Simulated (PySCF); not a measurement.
# GaNH2BrCl (SMILES [NH2][Ga]([Cl])[Br]): levels of theory compared

We compute a comparison of 5 runs (HF/3-21G, HF/def2-TZVP, B3LYP/6-31G*, BLYP/def2-SVP, MP2/def2-SVP) of GaNH2BrCl. Input form: a Python script.

The calculation is run with PySCF 2.14.0.

## Step 1: The structure to begin with

GaNH2BrCl: 6 atoms, total charge 0, spin state singlet. SMILES: `[NH2][Ga]([Cl])[Br]`. The shape is that of a PBE0-D4/def2-TZVP optimisation.

Bond lengths: N1–Ga2 1.792 Å, Ga2–Cl3 2.127 Å, Ga2–Br4 2.268 Å, N1–H5 1.005 Å, N1–H6 1.005 Å. Angles: N1–Ga2–Cl3 119.9°, N1–Ga2–Br4 120.9°, Cl3–Ga2–Br4 119.3°, Ga2–N1–H5 123.0°, Ga2–N1–H6 123.0°, H5–N1–H6 113.7°.

## Step 2: Energy and gradient at HF/3-21G (run 1)

Input file calc.py:

```python
from pyscf import gto, scf

molecule = gto.M(
    atom=[
    ('N', (-0.091300, 1.068600, -0.038400)),
    ('Ga', (0.103300, -0.712300, 0.000700)),
    ('Cl', (1.986200, -1.560900, 0.507600)),
    ('Br', (-1.628200, -2.083300, -0.513200)),
    ('H', (-0.968900, 1.519500, -0.227800)),
    ('H', (0.641000, 1.704400, 0.224800)),
],
    max_memory=1860,
    verbose=3,
    basis='3-21g',
)

myscf = scf.RHF(molecule)
myscf.conv_tol = 1e-10
myscf.kernel()
if not myscf.converged:
    myscf = myscf.newton().run(myscf.mo_coeff, myscf.mo_occ)

energy = myscf.e_tot
print('E = %.10f Eh' % energy)
grad = myscf.nuc_grad_method().kernel()
dip = myscf.dip_moment()
pop, q = myscf.mulliken_pop()
```

The run is started by

```console
$ OMP_NUM_THREADS=1 python calc.py
```

Log:

```text
converged SCF energy = -4986.66308760594
[... 10 lines left out ...]
Dipole moment(X, Y, Z, Debye): -1.05220,  3.42095, -0.00334
[... 77 lines left out ...]
charge of    5H =      0.35162
```

Wall time 8.1 s (1 thread of Intel Xeon at 2.70GHz, shared host); peak memory 0.14 GiB.

## Step 3: Energy and forces at HF/def2-TZVP (run 2)

Input file calc.py:

```python
import pyscf.grad
from pyscf import gto

mol = gto.Mole()
mol.atom = [
    ('N', (-0.091300, 1.068600, -0.038400)),
    ('Ga', (0.103300, -0.712300, 0.000700)),
    ('Cl', (1.986200, -1.560900, 0.507600)),
    ('Br', (-1.628200, -2.083300, -0.513200)),
    ('H', (-0.968900, 1.519500, -0.227800)),
    ('H', (0.641000, 1.704400, 0.224800)),
]
mol.max_memory = 1860
mol.verbose = 4
mol.basis = 'def2-tzvp'
mol.build()

myscf = mol.RHF()
myscf.conv_tol = 1e-10
myscf.kernel()
if not myscf.converged:
    myscf = myscf.newton().run(myscf.mo_coeff, myscf.mo_occ)

e_tot = myscf.e_tot
print('E = %.10f Eh' % e_tot)
grad = myscf.Gradients().kernel()
dip = myscf.dip_moment()
pop, q = myscf.mulliken_pop()
```

The run is started by

```console
$ OMP_NUM_THREADS=1 python calc.py
```

Log:

```text
PySCF version 2.14.0

[... 62 lines left out ...]
converged SCF energy = -5010.96926772553
[... 13 lines left out ...]
Dipole moment(X, Y, Z, Debye): -0.46068,  2.45709,  0.07891
[... 183 lines left out ...]
charge of    5H =      0.26326
```

Wall time 88 s (1 thread of Intel Xeon at 2.70GHz, shared host); peak memory 1 GiB.

## Step 4: Energy and gradient at B3LYP/6-31G(d) (spherical functions) (run 3)

Input file input.py:

```python
import pyscf.grad
from pyscf import gto, dft

system = gto.M(
    atom=[
    ('N', (-0.091300, 1.068600, -0.038400)),
    ('Ga', (0.103300, -0.712300, 0.000700)),
    ('Cl', (1.986200, -1.560900, 0.507600)),
    ('Br', (-1.628200, -2.083300, -0.513200)),
    ('H', (-0.968900, 1.519500, -0.227800)),
    ('H', (0.641000, 1.704400, 0.224800)),
],
    verbose=4,
    basis='6-31g*',
    max_memory=1860,
)

ks = dft.RKS(system, xc='b3lyp')
ks.conv_tol = 1e-10
ks.grids.level = 5
ks.kernel()
if not ks.converged:
    ks = ks.newton().run(ks.mo_coeff, ks.mo_occ)

e_tot = ks.e_tot
print('Final energy', e_tot)
grad = ks.Gradients().kernel()
dip = ks.dip_moment()
pop, q = ks.mulliken_pop()
```

The run is started by

```console
$ OMP_NUM_THREADS=1 python input.py
```

Log:

```text
PySCF version 2.14.0

[... 76 lines left out ...]
converged SCF energy = -5014.77477860999
Final energy -5014.774778609992
[... 13 lines left out ...]
Dipole moment(X, Y, Z, Debye): -0.58492,  2.75308,  0.04389
[... 107 lines left out ...]
charge of    5H =      0.35464
```

Run time: 65 s. Hardware: 1 thread of Intel Xeon at 2.70GHz, shared host; peak memory 0.99 GiB.

Run 4 isn't shown in full; the table further down has it.

## Step 5: Energy and forces at MP2/def2-SVP (run 5)

Input file start.xyz:

```xyz
6

N     -0.091300     1.068600    -0.038400
Ga     0.103300    -0.712300     0.000700
Cl     1.986200    -1.560900     0.507600
Br    -1.628200    -2.083300    -0.513200
H     -0.968900     1.519500    -0.227800
H      0.641000     1.704400     0.224800
```

Input file calc.py:

```python
# [NH2][Ga]([Cl])[Br]
import pyscf.grad
from pyscf import gto, mp

mol = gto.Mole()
mol.atom = 'start.xyz'
mol.basis = 'def2-svp'
mol.max_memory = 1860
mol.verbose = 4
mol.build()

myscf = mol.RHF()
myscf.conv_tol = 1e-10
myscf.kernel()
if not myscf.converged:
    myscf = myscf.newton().run(myscf.mo_coeff, myscf.mo_occ)

pt = mp.MP2(myscf, frozen=24).run()
energy = pt.e_tot
print('Final energy', energy)
grad = pt.Gradients().kernel()
myscf.analyze()
```

The run is started by

```console
$ OMP_NUM_THREADS=1 python calc.py
```

Log:

```text
PySCF version 2.14.0

[... 95 lines left out ...]
MO #6   energy= -58.5082605965717  occ= 2
[... 19 lines left out ...]
MO #26  energy= -3.18278794731126  occ= 2
[... 19 lines left out ...]
MO #46  energy= -0.41495121702975  occ= 2
[... 19 lines left out ...]
MO #66  energy= 0.81496094815777   occ= 0
[... 19 lines left out ...]
MO #86  energy= 1.56812888750765   occ= 0
[... 19 lines left out ...]
MO #106 energy= 4.15916963595156   occ= 0
[... 115 lines left out ...]
Dipole moment(X, Y, Z, Debye): -0.46313,  2.58554,  0.09100
```

Run time: 35 s. Hardware: 1 thread of Intel Xeon at 2.70GHz, shared host; peak memory 1.3 GiB.

## Step 6: All runs side by side

```tsv
run	level	integration grid	frozen core orbitals	energy (Eh)	dipole moment (D) of the reference	HOMO energy (eV)	LUMO energy (eV)	wall time
1	HF/3-21G	–	–	-4986.663088	3.58	-11.23	2.14	8.1 s
2	HF/def2-TZVP	–	–	-5010.969268	2.50	-11.38	2.21	88 s
3	B3LYP/6-31G* (spherical functions)	5	–	-5014.774779	2.81	-7.58	-1.50	65 s
4	BLYP/def2-SVP	5	–	-5014.617734	2.61	-6.17	-1.70	53 s
5	MP2/def2-SVP	–	24	-5010.918058	2.63	-11.29	2.50	35 s
```

## Step 7: Outcome

| quantity | value |
| --- | --- |
| run 5: total energy | -5010.91806 Eh |
| run 5: dipole moment (Hartree–Fock density) | 2.63 D |
| run 5: HOMO energy (Hartree–Fock orbitals) | -11.29 eV |
| run 5: LUMO energy (Hartree–Fock orbitals) | 2.50 eV |
| run 5: HOMO–LUMO gap (Hartree–Fock orbitals) | 13.79 eV |
| run 5: correlation energy (24 core orbitals frozen) | -738.6 mEh |
| run 5: largest force on an atom | 0.480 eV/Å |

What this shows: Over runs 1, 2, 3, 4 the dipole moment (its size) runs from 2.50 D (HF/def2-TZVP) to 3.58 D (HF/3-21G). Over runs 1, 2, 3, 4 the HOMO–LUMO gap runs from 4.47 eV (BLYP/def2-SVP) to 13.59 eV (HF/def2-TZVP). The two ends differ in method and basis. Totals of different functionals can't be ranked against each other. All runs together took 4.2 min, the longest 88 s.
